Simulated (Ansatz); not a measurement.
Crystal: SbAs.

```
Sb As
1.0
     2.03271    1.17359    3.71659
    -2.03271    1.17359    3.71659
     0.00000   -2.34718    3.71659
Sb As
1 1
Direct
  0.77090 0.77090 0.77090
  0.22910 0.22910 0.22910
```

The cell is a database's computed one.

- Program: Ansatz 0.2.0
- Task: relaxation of cell and atoms
- Functional: RPBE
- Potentials or basis: Ansatz PAW
- Cutoff: 420 eV (not typed: the program's choice for these potentials)
- k mesh: 8 × 8 × 8
- Occupations: fermi-dirac, width 0.05 eV
- Spin: no spin polarisation

At the start: volume 26.60 Å³/atom.

Problem. Where does the relaxation end?

Solution. It ends after 7 steps and the volume is 28.14 Å³/atom (+5.8 %); space group R3m (No. 160, to 0.05 Å).

Step by step:
```
step  energy change (eV)  largest force (eV/Å)  volume (Å³)
   1              0.0000                0.1943        53.20
   2             -0.0073                0.1615        57.74
   3             -0.0190                0.0367        55.99
   4             -0.0193                0.0034        55.97
   5             -0.0195                0.0029        56.17
   6             -0.0195                0.0001        56.28
   7             -0.0200                0.0001        56.28
```

Final structure:
```
CELL_PARAMETERS angstrom
2.05937 1.18898 3.83092
-2.05937 1.18898 3.83092
0.00000 -2.37796 3.83092
ATOMIC_POSITIONS crystal
Sb 0.77215 0.77215 0.77215
As 0.22785 0.22785 0.22785
```

Caveat: the plane-wave basis is chosen anew once the cell has moved, so the energies of steps on either side of that aren't comparable; the PAW data sets come from PBE, with cores solved anew for the run's functional, which leaves a small shift of forces and pressure.
